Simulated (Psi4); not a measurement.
# HfCl4 (hafnium tetrachloride): BLYP/def2-SVP (core potential)

What is the vertical singlet–triplet gap of HfCl4 (hafnium tetrachloride) at BLYP/def2-SVP (core potential)? Input form: a Python script.

Program for the calculation: Psi4 1.11.

23 further runs of the same task are left out: 20 that didn't finish, 3 set aside as unsound or not needed. Runs told in other sessions of the task aren't counted.

**1. The molecule**

The species is HfCl4 (5 atoms), meant as a singlet with charge 0. SMILES: `[Cl][Hf]([Cl])([Cl])[Cl]`. The coordinates come from a PBE0-D4/def2-TZVP relaxation.

Bond lengths: Cl1–Hf2 2.318 Å, Hf2–Cl3 2.318 Å, Hf2–Cl4 2.318 Å, Hf2–Cl5 2.318 Å. Angles: Cl1–Hf2–Cl3 109.5°, Cl1–Hf2–Cl4 109.5°, Cl1–Hf2–Cl5 109.5°, Cl3–Hf2–Cl4 109.5°, Cl3–Hf2–Cl5 109.5°, Cl4–Hf2–Cl5 109.5°.

**2. The energy at BLYP/def2-SVP (core potential)**

cl4hf.xyz reads:

```xyz
5
Cl4Hf
Cl    -0.049920    -0.218520     2.307050
Hf     0.000120    -0.000030     0.000030
Cl     1.506260    -1.521760    -0.888040
Cl    -2.112190    -0.411630    -0.860750
Cl     0.655730     2.151940    -0.558290
```

cl4hf.py reads:

```python
import psi4

psi4.set_memory('2200 MB')
psi4.set_num_threads(1)
psi4.set_output_file('cl4hf.out', False)

with open('cl4hf.xyz') as f:
    atoms = ''.join(f.readlines()[2:])
geom = psi4.geometry('0 1\n' + atoms + 'symmetry c1')

options = {'basis': 'def2-SVP', 'puream': True, 'e_convergence': 1e-09, 'd_convergence': 1e-08, 'scf_type': 'pk', 'dft_radial_points': 99, 'dft_spherical_points': 590}
psi4.set_options(options)

energy_value, wavefunction = psi4.energy("blyp", return_wfn=True)
psi4.oeprop(wavefunction, "MULLIKEN_CHARGES", "MAYER_INDICES", "WIBERG_LOWDIN_INDICES")
print(f'total energy {energy_value:.8f} hartree = {energy_value * 27.211386:.5f} eV')
```

On the command line:

```bash
$ python cl4hf.py
```

cl4hf.out:

```text
[...]
    !!!  WARNING: ECP capability is in beta. Please check occupations closely.  !!!
[...]
  Running in c1 symmetry.
[...]
  Nuclear repulsion =  428.719924123806209
[...]
  Multiplicity = 1
[...]
  Nalpha       = 40
  Nbeta        = 40
[...]
    Number of basis functions: 104
[...]
   @RKS iter   1: -1888.42192145925992   -2.34111e-01   4.50217e-03 DIIS/ADIIS
[...]
   @RKS iter  11: -1888.52973822736249   -2.41016e-11   3.36452e-09 DIIS
[...]
    Orbital Energies [Eh]
    ---------------------
    Doubly Occupied:
       1A   -100.720543     2A   -100.720504     3A   -100.720499
       4A   -100.720496     5A     -9.188072     6A     -9.188042
       7A     -9.188036     8A     -9.188032     9A     -7.021180
      10A     -7.021161    11A     -7.021157    12A     -7.021150
      13A     -7.018780    14A     -7.018778    15A     -7.018760
      16A     -7.018758    17A     -7.018755    18A     -7.018739
      19A     -7.018737    20A     -7.018735    21A     -2.418797
      22A     -1.303902    23A     -1.303899    24A     -1.303897
      25A     -0.752760    26A     -0.740564    27A     -0.740557
      28A     -0.740551    29A     -0.367996    30A     -0.346551
      31A     -0.346544    32A     -0.346540    33A     -0.331717
      34A     -0.331716    35A     -0.313559    36A     -0.313556
[...]
  @RKS Final Energy: -1888.52973822736249
   => Energetics <=
    Nuclear Repulsion Energy =            428.7199241238062086
    One-Electron Energy =               -3475.7507856605043344
    Two-Electron Energy =                1277.4862584717482150
    DFT Exchange-Correlation Energy =    -118.9851351624128029
    Empirical Dispersion Energy =           0.0000000000000000
    VV10 Nonlocal Energy =                  0.0000000000000000
    Total Energy =                      -1888.5297382273624862
[...]
 Multipole Moments:
 ------------------------------------------------------------------------------------
     Multipole            Electronic (a.u.)      Nuclear  (a.u.)        Total (a.u.)
 ------------------------------------------------------------------------------------
 L = 1.  Multiply by 2.5417464519 to convert [e a0] to [Debye]
 Dipole X            :          0.0094152           -0.0093575            0.0000578
 Dipole Y            :         -0.0023451            0.0023394           -0.0000058
 Dipole Z            :          0.0023650           -0.0023394            0.0000256
 Magnitude           :                                                    0.0000635
[...]
  Mulliken Charges: (a.u.)
   Center  Symbol    Alpha    Beta     Spin     Total
       1    CL     8.58173  8.58173  0.00000 -0.16345
       2    HF     5.67311  5.67311  0.00000  0.65378
       3    CL     8.58174  8.58174  0.00000 -0.16348
       4    CL     8.58170  8.58170  0.00000 -0.16341
       5    CL     8.58172  8.58172  0.00000 -0.16344
   Total alpha = 40.00000, Total beta = 40.00000, Total charge = -0.00000
  Mayer Bond Indices:
[...]
```

On the terminal:

```text
total energy -1888.52973823 hartree = -51389.51168 eV
```

It took 14 s on 1 thread of Intel Xeon Platinum 8259CL at 2.50GHz (Skylake/Cascade Lake), shared host; peak memory 0.98 GiB.

**3. The triplet: energy and forces at UBLYP/def2-SVP (core potential)**

run.py reads:

```python
import psi4

psi4.set_memory('2200 MB')
psi4.set_num_threads(1)
psi4.set_output_file('output.dat', False)

m = psi4.geometry("""
0 3
Cl    -0.049920    -0.218520     2.307050
Hf     0.000120    -0.000030     0.000030
Cl     1.506260    -1.521760    -0.888040
Cl    -2.112190    -0.411630    -0.860750
Cl     0.655730     2.151940    -0.558290
symmetry c1
""")

options = {'basis': 'def2-SVP', 'reference': 'uks', 'puream': True, 'e_convergence': 1e-09, 'd_convergence': 1e-08, 'scf_type': 'pk', 'dft_radial_points': 99, 'dft_spherical_points': 590, 'maxiter': 100}
psi4.set_options(options)

e, wfn = psi4.gradient("blyp", return_wfn=True)
psi4.oeprop(wfn, "QUADRUPOLE", "LOWDIN_CHARGES", "WIBERG_LOWDIN_INDICES", title="BLYP")
print('gradient / Eh bohr^-1')
print(e.np.round(6))
print(f'energy = {wfn.energy():.10f} Eh')
```

On the command line:

```bash
$ python run.py
```

output.dat, shortened:

```text
[...]
  Running in c1 symmetry.
[...]
  Nuclear repulsion =  428.719924123806209
[...]
  Multiplicity = 3
[...]
  Nalpha       = 41
  Nbeta        = 39
[...]
    Number of basis functions: 104
[...]
   @UKS iter   1: -1888.15280314035999    3.50072e-02   4.97281e-03 ADIIS/DIIS
[...]
   @UKS iter  25: -1888.32580944189544   -4.54747e-13   8.73330e-09 DIIS
[...]
   @S^2 Observed:                2.001868455E+00
[...]
  @UKS Final Energy: -1888.32580944189544
   => Energetics <=
    Nuclear Repulsion Energy =            428.7199241238062086
    One-Electron Energy =               -3476.0988354240134868
    Two-Electron Energy =                1278.0963238076551534
    DFT Exchange-Correlation Energy =    -119.0432219493434474
    Empirical Dispersion Energy =           0.0000000000000000
    VV10 Nonlocal Energy =                  0.0000000000000000
    Total Energy =                      -1888.3258094418954443
  UHF NO Occupations:
  HONO-2 :   39  A 1.9998004
  HONO-1 :   40  A 1.0000000
[...]
  -Total Gradient:
     Atom            X                  Y                   Z
    ------   -----------------  -----------------  -----------------
       1       -0.000144147288     0.005469865072    -0.045113035973
       2       -0.000043851852     0.000001324293    -0.000000721505
       3       -0.029854937415     0.030375526803     0.015877530179
       4        0.041467384286     0.006558781126     0.017515100349
       5       -0.011462423536    -0.042404870464     0.011745365369
[...]
 Multipole Moments:
 ------------------------------------------------------------------------------------
     Multipole            Electronic (a.u.)      Nuclear  (a.u.)        Total (a.u.)
 ------------------------------------------------------------------------------------
 L = 1.  Multiply by 2.5417464519 to convert [e a0] to [Debye]
 Dipole X            :          0.0094593           -0.0093575            0.0001018
 Dipole Y            :         -0.0024233            0.0023394           -0.0000839
 Dipole Z            :          0.0024096           -0.0023394            0.0000702
 Magnitude           :                                                    0.0001495
 L = 2.  Multiply by 1.3450342976 to convert [e a0^2] to [Debye ang]
 Quadrupole XX       :       -489.8581767          434.8302592          -55.0279175
 Quadrupole XY       :          0.0605318           -0.0440328            0.0164990
[...]
```

The script printed:

```text
gradient / Eh bohr^-1
[[-1.4400e-04  5.4700e-03 -4.5113e-02]
 [-4.4000e-05  1.0000e-06 -1.0000e-06]
 [-2.9855e-02  3.0376e-02  1.5878e-02]
 [ 4.1467e-02  6.5590e-03  1.7515e-02]
 [-1.1462e-02 -4.2405e-02  1.1745e-02]]
energy = -1888.3258094419 Eh
```

It took 47 s on 1 thread of Intel Xeon Platinum 8259CL at 2.50GHz (Skylake/Cascade Lake), shared host; peak memory 0.97 GiB.

**4. Results**

At BLYP/def2-SVP (core potential):

```
                                        quantity           value
                           singlet: total energy  -1888.52974 Eh
                          singlet: dipole moment          0.00 D
                            singlet: HOMO energy        -8.03 eV
                            singlet: LUMO energy        -2.66 eV
                          singlet: HOMO–LUMO gap         5.37 eV
                           triplet: total energy  -1888.32581 Eh
                          triplet: dipole moment          0.00 D
     triplet: HOMO energy (highest over α and β)        -2.04 eV
                                   triplet: ⟨S²⟩           2.002
               triplet: largest force on an atom      2.339 eV/Å
vertical energy of the triplet above the singlet        5.549 eV
```

What this shows: At this shape the triplet lies 5.55 eV (128 kcal/mol) above the singlet. Mulliken charges (singlet) run from -0.16 on Cl3 to +0.65 on Hf2.
